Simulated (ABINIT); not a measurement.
Runs of ABINIT 10.8.3 (patched build) on GdO. Symmetry: F-43m, No. 216, cubic system. Conventional cell: a = 5.400 Å, b = 5.400 Å, c = 5.400 Å, α = 90.00°, β = 90.00°, γ = 90.00°. Around Gd (site symmetry -43m) lie 4 O at 2.34 Å. O (site symmetry -43m) has 4 Gd at 2.34 Å as nearest neighbours. The cell comes from a database or a generator and needn't be the stable form of this composition.

```tsv
U	gap on the mesh (eV)	pressure (GPa)	moment (μB)
Gd f U = 4 eV	none	-5.7	(b)
Gd f U = 2 eV	none	-6.0	7.63
Gd f U = 6 eV	none	(a)	7.84
Gd f U = 8 eV	none	-5.3	7.84
```

Alike in all rows: task single point; level LDA+U; potentials or basis JTH PAW PBE v2.0; spin collinear, ferromagnetic start; cell as given; k mesh 9 × 9 × 9; cutoff (eV) 626; smearing fermi-dirac 0.05 eV.

Question: Fill in the values left out.

Answer: (a) -5.5; (b) 7.83.

Caveats: the PAW data sets were made with another functional, which shifts forces and pressure a little; spin-orbit coupling is left out, which moves the levels of the heavy elements; a cell with one magnetic atom can't hold antiferromagnetic order, which such compounds often take.

A k mesh can miss the band edges, and the runs leave out spin-orbit coupling on Gd.

A gap of «none» marks a metal or a gap under the smearing width.
